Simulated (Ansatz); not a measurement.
# CH8O2Si: the cost of one run

Program: Ansatz 0.2.0. Level of theory: UKS r2SCAN/6-31G*. These are calculated values, not measurements.

### 1 The starting structure

Bond lengths: Si1–O2 2.071 Å, Si1–H3 1.471 Å, Si1–H4 1.451 Å, Si1–O5 1.627 Å, Si1–C7 2.176 Å, O2–H8 0.955 Å, O5–H9 0.953 Å, C7–H10 1.084 Å, C7–H11 1.084 Å, C7–H12 1.099 Å. Angles (14 of 18 angles, heavy atoms first): O2–Si1–O5 91.6°, O2–Si1–C7 76.0°, O5–Si1–C7 118.4°, Si1–O2–H8 123.4°, O2–Si1–H3 165.9°, O2–Si1–H4 81.8°, H3–Si1–O5 93.3°, H3–Si1–C7 90.0°, H4–Si1–O5 122.0°, H4–Si1–C7 115.5°, Si1–O5–H9 120.4°, Si1–C7–H10 96.9°, Si1–C7–H11 99.3°, Si1–C7–H12 139.2°.

Structure file:

```xyz
12

Si    0.4979   -0.6477   -0.4928
O     1.1057    0.8394    0.8135
H    -0.2628   -1.6137   -1.2994
H     1.4866   -1.4122    0.2449
O     0.8956    0.2609   -1.7829
H    -0.1352    0.5539    0.9093
C    -1.3090   -0.1426    0.6097
H     1.2952    1.7350    0.5400
H     1.5465    0.9530   -1.7030
H    -1.5403   -1.1468    0.9463
H    -1.9564    0.1112   -0.2217
H    -1.6237    0.5096    1.4361
```

### 2 Pulling towards end A

Springs on the bonds that form and break draw the guess towards this end; the thresholds are loose.

Contents of input.yaml:

```yaml
crystal:
  periodic: [false, false, false]
  atoms:
    - { symbol: Si, position_ang: [0.4979, -0.6477, -0.4928] }
    - { symbol: O, position_ang: [1.1057, 0.8394, 0.8135] }
    - { symbol: H, position_ang: [-0.2628, -1.6137, -1.2994] }
    - { symbol: H, position_ang: [1.4866, -1.4122, 0.2449] }
    - { symbol: O, position_ang: [0.8956, 0.2609, -1.7829] }
    - { symbol: H, position_ang: [-0.1352, 0.5539, 0.9093] }
    - { symbol: C, position_ang: [-1.309, -0.1426, 0.6097] }
    - { symbol: H, position_ang: [1.2952, 1.735, 0.54] }
    - { symbol: H, position_ang: [1.5465, 0.953, -1.703] }
    - { symbol: H, position_ang: [-1.5403, -1.1468, 0.9463] }
    - { symbol: H, position_ang: [-1.9564, 0.1112, -0.2217] }
    - { symbol: H, position_ang: [-1.6237, 0.5096, 1.4361] }
magnetization:
  spin_polarized: true
basis:
  gaussian: { orbitals: "6-31G*" }
hamiltonian:
  xc: r2scan
relax:
  f_tol: 0.15
  max_steps: 25
  restrain:
    - { distance: [0, 6], at: 3.17, k: 30.0 }
    - { distance: [5, 1], at: 2.27, k: 30.0 }
    - { distance: [0, 1], at: 1.77, k: 30.0 }
    - { distance: [5, 6], at: 1.07, k: 30.0 }
```

On the command line:

```bash
> ansatz run input.yaml --threads 2 --pin off --max-ram 3072MiB --backend cpu --events-out ev --progress --plain --runs-dir out
```

What time and memory should one allow on 2 threads of Arm Neoverse V1, shared host?

About 70 s, with a peak of 0.21 GiB.
